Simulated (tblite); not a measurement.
# C2H11GeNSi2: the cost of one run

Computed with tblite 0.8.0 and PySCF 2.14.0, with density-fitted response routines of our own, on a single molecule in the gas phase. Atoms are numbered from 0 throughout.

### 1 The starting structure

17 atoms, charge 0, multiplicity 1; geometry from: force field or distance geometry start.

Bonds of the start (Å): Ge0–N1 1.85, N1–C2 1.44, C2–Si3 1.88, Si3–C4 1.85, C4–Si5 1.85, Si5–C2 1.86, Ge0–H6 1.54, Ge0–H7 1.55, Ge0–H8 1.56, N1–H9 1.02, C2–H10 1.11, Si3–H11 1.48, Si3–H12 1.47, C4–H13 1.11, C4–H14 1.11, Si5–H15 1.46, Si5–H16 1.46.

### 2 Geometry optimisation with GFN2-xTB

The job: settings as JSON, then the geometry in Å.

```
{"job": {"kind": "relax", "xc": "GFN2-xTB", "basis": "xTB"}, "charge": 0, "multiplicity": 1}
Ge     2.417900     0.859100     0.270500
N      1.243800    -0.182500    -0.700500
C      0.244800    -0.840300     0.094900
Si    -0.789800     0.472200     0.947400
C     -2.107600     0.186900    -0.321000
Si    -1.270500    -1.381500    -0.832500
H      3.793800     0.165700     0.379700
H      2.575800     2.252500    -0.400400
H      1.881400     1.130200     1.706300
H      0.897900     0.233000    -1.568400
H      0.613900    -1.655000     0.756400
H     -1.198300     0.111700     2.321900
H     -0.131700     1.786800     0.847200
H     -2.168100     0.972300    -1.106200
H     -3.072400    -0.056700     0.175900
H     -1.962000    -2.564300    -0.317900
H     -0.975800    -1.477800    -2.263100
```

Run with:

```bash
OMP_NUM_THREADS=1 python probes_run.py task.json out
```

The driver reads the jobs from task.json and runs them one after another.

**Question.** How long does this first job take on 1 thread of AMD EPYC 7R43, shared host, and how much memory does it need?

About 1.4 s, with a peak of 0.18 GiB.
